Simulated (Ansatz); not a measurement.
What does this script print? It uses the Python package of Ansatz (0.2.0).

`run_pdos.py`:
```python
"""Projected density of states of Rb2LiGaF6."""

import warnings

import ansatz
import numpy as np

warnings.simplefilter("ignore", ansatz.DeckWarning)

lattice = ansatz.Lattice.of(
    (0.0, 4.165019, 4.165019),
    (4.165019, 0.0, 4.165019),
    (4.165019, 4.165019, 0.0),
)
sites = [
    ("Rb", (0.25, 0.25, 0.25)),
    ("Rb", (0.75, 0.75, 0.75)),
    ("Li", (0.5, 0.5, 0.5)),
    ("Ga", (0.0, 0.0, 0.0)),
    ("F", (0.233795, 0.233795, 0.766205)),
    ("F", (0.233795, 0.766205, 0.766205)),
    ("F", (0.766205, 0.766205, 0.233795)),
    ("F", (0.233795, 0.766205, 0.233795)),
    ("F", (0.766205, 0.233795, 0.766205)),
    ("F", (0.766205, 0.233795, 0.233795)),
]
cell = ansatz.Crystal(lattice=lattice)
for symbol, position in sites:
    cell = cell.atom(symbol, position)

calculation = (
    cell.calculation()
    .basis(420)
    .kpoints(mesh=(4, 4, 4))  # the mesh must be finer for metals
    .functional("PBEsol")
    .occupations("fixed")  # whole-number filling, right only where there is a gap
    .scf(extra_bands=26)
    .density_of_states(projected=True, energy_step=0.05)  # states per eV and cell
)
out = calculation.run(threads=1, pin="off")
summary = out.report

dos = out.density_of_states()
energy = np.asarray(dos.energies_ev) - dos.fermi_ev
curves = {}
for site in out.projected_density_of_states().sites:
    for shell in site.shells:
        weight = sum(np.sum(curve.g_bin_mean_per_ev, axis=0) for curve in shell.curves)
        name = f"{site.species} {shell.label}"
        curves[name] = curves.get(name, 0) + weight

step = energy[1] - energy[0]
windows = [(-6, -3), (-3, 0), (0, 4)]
print("states by shell in windows of E - E_F (eV):", windows)
for name, g in curves.items():
    print(f"{name:8s}", " ".join(f"{step * g[(energy >= a) & (energy < b)].sum():8.3f}" for a, b in windows))
filled = (energy < 0) & (energy > -6)
for name, g in curves.items():
    if g[filled].sum() * step > 0.5:
        print(f"centre of {name}: {np.average(energy[filled], weights=g[filled]):.2f} eV")
```

`python run_pdos.py` gives:
```text
states by shell in windows of E - E_F (eV): [(-6, -3), (-3, 0), (0, 4)]
Rb 4S       0.000    0.017    0.000
Rb 5S       0.001    0.159    0.000
Rb 4P       0.437    0.482    0.000
Li 1S       0.001    0.004    0.000
Li 2S       0.009    0.094    0.000
Ga 4S       0.518    0.003    0.000
Ga 4P       0.000    0.551    0.000
Ga 3D       0.000    0.160    0.000
F 2S        0.096    0.096    0.000
F 2P        1.366   32.140    0.030
centre of Rb 4P: -3.44 eV
centre of Ga 4S: -4.50 eV
centre of Ga 4P: -2.31 eV
centre of F 2P: -1.11 eV
```

What to keep in mind:
- Semilocal gaps usually lie well under measured ones.
- The Fermi level of a run with fixed occupations marks the highest occupied state on its mesh, not mid-gap.
- The empty d shell of the heavier alkali and alkaline-earth atoms, which makes much of a conduction band, may have no channel.
- The crystal has a gap of about 5.87 eV on the mesh; bins of finite width blur the band edges.
- The structure comes from a database of computed cells and needn't be a stable or known phase.
- Curves are summed over the cell's atoms. Only shells that the potentials hold have channels, so projections don't add up to the total, least of all where a shell is missing (p of most metals); heights and places of peaks move with the mesh.
- The density of states is complete only as far up as bands were computed.
- A band centre counts only the states inside the window taken.
- Wall time of the script: 4.9 s on 1 thread of Intel(R) Xeon(R) Platinum 8259CL CPU @ 2.50GHz (Skylake/Cascade Lake) (shared host), peak memory 0.49 GiB.
